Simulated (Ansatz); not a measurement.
**singlet CH3F2Si−: levels of theory compared**

Wanted: a comparison of 6 runs (HF/3-21G, B3LYP/6-311+G**, BLYP/6-311+G**, PBE/6-311+G**, revPBE/6-311+G**, MP2/6-311+G**) of singlet CH3F2Si−. 

Program for the calculation: Ansatz 0.2.0.

34 further runs of the same task are left out: 34 set aside as unsound or not needed.

### 1 The molecule

CH3F2Si−: 7 atoms, total charge -1, spin state singlet. As SMILES of the parent species, `C[Si](F)F`. The shape is that of a PBE0-D4/def2-TZVP optimisation. That shape belongs to the parent species and isn't relaxed for this state.

Bond lengths: C1–Si2 1.860 Å, Si2–F3 1.598 Å, Si2–F4 1.598 Å, C1–H5 1.091 Å, C1–H6 1.091 Å, C1–H7 1.094 Å. Angles: C1–Si2–F3 108.7°, C1–Si2–F4 108.7°, F3–Si2–F4 106.1°, Si2–C1–H5 110.5°, Si2–C1–H6 110.5°, Si2–C1–H7 108.7°, H5–C1–H6 109.0°, H5–C1–H7 109.0°, H6–C1–H7 109.0°.

### 2 A single-point energy at HF/3-21G (run 1)

The input, input.yaml:

```yaml
crystal:
  periodic: [false, false, false]
  atoms:
    - symbol: C
      position_ang: [-0.274200, 0.729000, -0.218000]
    - symbol: Si
      position_ang: [0.785100, -0.790400, -0.045500]
    - symbol: F
      position_ang: [1.077400, -1.037600, 1.505800]
    - symbol: F
      position_ang: [-0.050900, -2.056800, -0.546000]
    - symbol: H
      position_ang: [-0.539200, 0.893800, -1.263500]
    - symbol: H
      position_ang: [0.252700, 1.607700, 0.157300]
    - symbol: H
      position_ang: [-1.189800, 0.586300, 0.364200]
basis:
  gaussian:
    orbitals: 3-21G.json
total_charge: -1
hamiltonian:
  xc: hf
accuracy: high
output: {orbitals: {seedname: orbitals}}
```

The basis set 3-21G is read from a file made from the Basis Set Exchange's data (not shown).

Run with:

```console
$ ansatz run input.yaml --threads 1 --pin off --max-ram 3480MiB --events-out events.jsonl --progress --plain --runs-dir runs
```

The log of the run:

```text
Warning: RAYON_NUM_THREADS=1 ignored (pool sized by the plan → 1); use --threads N
Functional definition: HF
  name "HF"
  exchange = exact_x
  correlation = 0
1013 factors; integrals over basis functions are off by at most 1.0e-8 eV
mean field evaluation 1: about -14276.1341 eV, gradient 1.6e1 eV
mean field evaluation 2: about -14276.4780 eV, gradient 1.7e1 eV
mean field evaluation 4: about -14277.3173 eV, gradient 1.9e0 eV
mean field evaluation 8: about -14277.3304 eV, gradient 1.2e-1 eV
mean field evaluation 16: about -14277.3305 eV, gradient 2.9e-8 eV
mean field -14277.33054995 eV, -524.6822201884 hartree, gradient 2.9e-8 eV, S^2 0.000000; 0 other end points of the search recorded, 0 dependent functions left out
reference -14277.33054995 eV, -524.6822201884 hartree; 21, 21 occupied and 25, 25 virtual orbitals, 1013 factors
Total energy: -14277.33054995 eV, -524.6822201884 hartree
```

Wall time 0.38 s (1 thread of Arm Neoverse V2, shared host); peak memory 0.097 GiB.

### 3 The energy at B3LYP/6-311+G(d,p) (run 2)

The input, job.yaml:

```yaml
crystal:
  periodic: [false, false, false]
  atoms:
    - {symbol: C, position_ang: [-0.274200, 0.729000, -0.218000]}
    - {symbol: Si, position_ang: [0.785100, -0.790400, -0.045500]}
    - {symbol: F, position_ang: [1.077400, -1.037600, 1.505800]}
    - {symbol: F, position_ang: [-0.050900, -2.056800, -0.546000]}
    - {symbol: H, position_ang: [-0.539200, 0.893800, -1.263500]}
    - {symbol: H, position_ang: [0.252700, 1.607700, 0.157300]}
    - {symbol: H, position_ang: [-1.189800, 0.586300, 0.364200]}
basis:
  gaussian:
    orbitals: 6-311+G_st__st_-spherical.json
hamiltonian:
  xc: {name: B3LYP}
total_charge: -1
accuracy: high
output:
  orbitals: {seedname: orbitals}
```

The basis set 6-311+G** is read from a file made from the Basis Set Exchange's data (not shown).

Run with:

```console
$ ansatz run job.yaml --threads 1 --pin off --max-ram 3480MiB --events-out events.jsonl --progress --plain --runs-dir runs
```

The log of the run:

```text
Warning: RAYON_NUM_THREADS=1 ignored (pool sized by the plan → 1); use --threads N
Functional definition: B3LYP
  name "B3LYP"
  parameter a0 = 0.2
  parameter ax = 0.72
  parameter ac = 0.81
  exchange = (1 - a0 - ax)*slater_x + ax*b88_x + a0*exact_x
  correlation = (1 - ac)*vwn_rpa_c + ac*lyp_c
2125 factors; integrals over basis functions are off by at most 5.8e-9 eV
mean field evaluation 1: about -14398.3864 eV, gradient 4.6e1 eV
mean field evaluation 2: about -14393.6420 eV, gradient 5.8e1 eV
mean field evaluation 4: about -14403.2744 eV, gradient 4.0e0 eV
mean field evaluation 8: about -14403.4032 eV, gradient 1.4e-1 eV
mean field evaluation 16: about -14403.4033 eV, gradient 8.0e-5 eV
mean field -14403.40329454 eV, -529.3153080970 hartree, gradient 2.2e-8 eV, S^2 0.000000; 0 other end points of the search recorded, 0 dependent functions left out
reference -14403.40332619 eV, -529.3153092602 hartree; 21, 21 occupied and 93, 93 virtual orbitals, 2125 factors
Total energy: -14403.40332619 eV, -529.3153092602 hartree
```

It took 9 s on 1 thread of Arm Neoverse V2, shared host; peak memory 0.37 GiB.

### 4 A single-point energy at BLYP/6-311+G(d,p) (run 3)

The input, molecule.yaml:

```yaml
crystal:
  periodic: [false, false, false]
  atoms:
    - {symbol: C, position_ang: [-0.274200, 0.729000, -0.218000]}
    - {symbol: Si, position_ang: [0.785100, -0.790400, -0.045500]}
    - {symbol: F, position_ang: [1.077400, -1.037600, 1.505800]}
    - {symbol: F, position_ang: [-0.050900, -2.056800, -0.546000]}
    - {symbol: H, position_ang: [-0.539200, 0.893800, -1.263500]}
    - {symbol: H, position_ang: [0.252700, 1.607700, 0.157300]}
    - {symbol: H, position_ang: [-1.189800, 0.586300, 0.364200]}
basis:
  gaussian:
    orbitals: 6-311+G_st__st_-spherical.json
total_charge: -1
hamiltonian:
  xc: {name: BLYP}
accuracy: high
output: {orbitals: {seedname: orbitals}}
```

The basis set 6-311+G** is read from a file made from the Basis Set Exchange's data (not shown).

Run with:

```console
$ ansatz run molecule.yaml --threads 1 --pin off --max-ram 3480MiB --events-out events.jsonl --progress --plain --runs-dir runs
```

The log of the run:

```text
Warning: RAYON_NUM_THREADS=1 ignored (pool sized by the plan → 1); use --threads N
Functional definition: BLYP
  name "BLYP"
  parameter beta = 0.0042
  parameter a = 0.04918
  parameter b = 0.132
  parameter c = 0.2533
  parameter d = 0.349
  exchange = b88_x(beta = beta)
  correlation = lyp_c(a = a, b = b, c = c, d = d)
2125 factors; integrals over basis functions are off by at most 5.8e-9 eV
mean field evaluation 1: about -14394.0844 eV, gradient 5.6e1 eV
mean field evaluation 2: about -14373.1051 eV, gradient 9.3e1 eV
mean field evaluation 4: about -14401.3554 eV, gradient 1.1e1 eV
mean field evaluation 8: about -14401.7117 eV, gradient 2.7e-1 eV
mean field evaluation 16: about -14401.7119 eV, gradient 6.2e-6 eV
mean field -14401.71186101 eV, -529.2531490613 hartree, gradient 2.1e-8 eV, S^2 0.000000; 0 other end points of the search recorded, 0 dependent functions left out
reference -14401.71190286 eV, -529.2531505992 hartree; 21, 21 occupied and 93, 93 virtual orbitals, 2125 factors
Total energy: -14401.71190286 eV, -529.2531505992 hartree
```

It took 7.5 s on 1 thread of Arm Neoverse V2, shared host; peak memory 0.29 GiB.

Runs 4 to 5 aren't shown in full; the table further down has their settings and results.

### 5 The energy at MP2/6-311+G(d,p) (run 6)

job.yaml: that of step 3 with these lines changed.

```diff
@@ -13,7 +13,6 @@
     orbitals: 6-311+G_st__st_-spherical.json
-hamiltonian:
-  xc: {name: B3LYP}
+correlation:
+  method: mp2
+  frozen_orbitals: {C: 1, F: 1, H: 0, Si: 5}
 total_charge: -1
 accuracy: high
-output:
-  orbitals: {seedname: orbitals}
```

The basis set 6-311+G** is read from a file made from the Basis Set Exchange's data (not shown).

Run with:

```console
$ ansatz run job.yaml --threads 1 --pin off --max-ram 3480MiB --events-out events.jsonl --progress --plain --runs-dir runs
```

The log of the run:

```text
Warning: RAYON_NUM_THREADS=1 ignored (pool sized by the plan → 1); use --threads N
[... 4 set-up lines as earlier in the session ...]
2125 factors; integrals over basis functions are off by at most 5.8e-9 eV
mean field evaluation 1: about -14354.7507 eV, gradient 2.3e1 eV
mean field evaluation 2: about -14354.8432 eV, gradient 2.3e1 eV
mean field evaluation 4: about -14356.4490 eV, gradient 2.5e0 eV
mean field evaluation 8: about -14356.4871 eV, gradient 1.9e-1 eV
mean field evaluation 16: about -14356.4876 eV, gradient 3.1e-8 eV
mean field -14356.48763049 eV, -527.5911892436 hartree, gradient 3.1e-8 eV, S^2 0.000000; 0 other end points of the search recorded, 0 dependent functions left out
8 core orbitals not correlated: weight in the atoms' cores, before any rotation towards them, 1.000 or more for the frozen orbitals, at most 0.000 for the correlated occupied ones
reference -14356.48763049 eV, -527.5911892436 hartree; 13, 13 occupied and 93, 93 virtual orbitals, 2125 factors
second order -18.30158513 eV of doubles, -0.00000000 eV of singles
Total energy: -14374.78921562 eV, -528.2637600920 hartree
```

Wall time 4.5 s (1 thread of Arm Neoverse V2, shared host); peak memory 0.32 GiB.

### 6 The series

| run | level | frozen core orbitals | energy (Eh) | HOMO energy (eV) | LUMO energy (eV) | HOMO–LUMO gap (eV) | wall time |
| --- | --- | --- | --- | --- | --- | --- | --- |
| 1 | HF/3-21G | – | -524.682220 | -0.19 | 11.89 | 12.08 | 0.38 s |
| 2 | B3LYP/6-311+G** | – | -529.315309 | 0.86 | 3.49 | 2.63 | 9 s |
| 3 | BLYP/6-311+G** | – | -529.253151 | 1.55 | 3.24 | 1.69 | 7.5 s |
| 4 | PBE/6-311+G** | – | -528.893697 | 1.49 | 3.20 | 1.72 | 7.5 s |
| 5 | revPBE/6-311+G** | – | -529.140989 | 1.54 | 3.24 | 1.70 | 7.2 s |
| 6 | MP2/6-311+G** | 8 | -528.263760 | – | – | – | 4.5 s |

### 7 Results

```
                                          quantity          value
                               run 6: total energy  -528.26376 Eh
run 6: correlation energy (8 core orbitals frozen)     -672.6 mEh
```

What this shows: Over runs 1, 2, 3, 4, 5 the HOMO–LUMO gap runs from 1.69 eV (BLYP/6-311+G**) to 12.08 eV (HF/3-21G). The two ends differ in method and basis. The empty levels of an anion lie above zero and hang on the basis. Totals of different functionals can't be ranked against each other. In runs 2, 3, 4, 5 the HOMO lies above zero, so the outermost electron may be held by the basis alone. All runs together took 36 s, the longest 9 s.
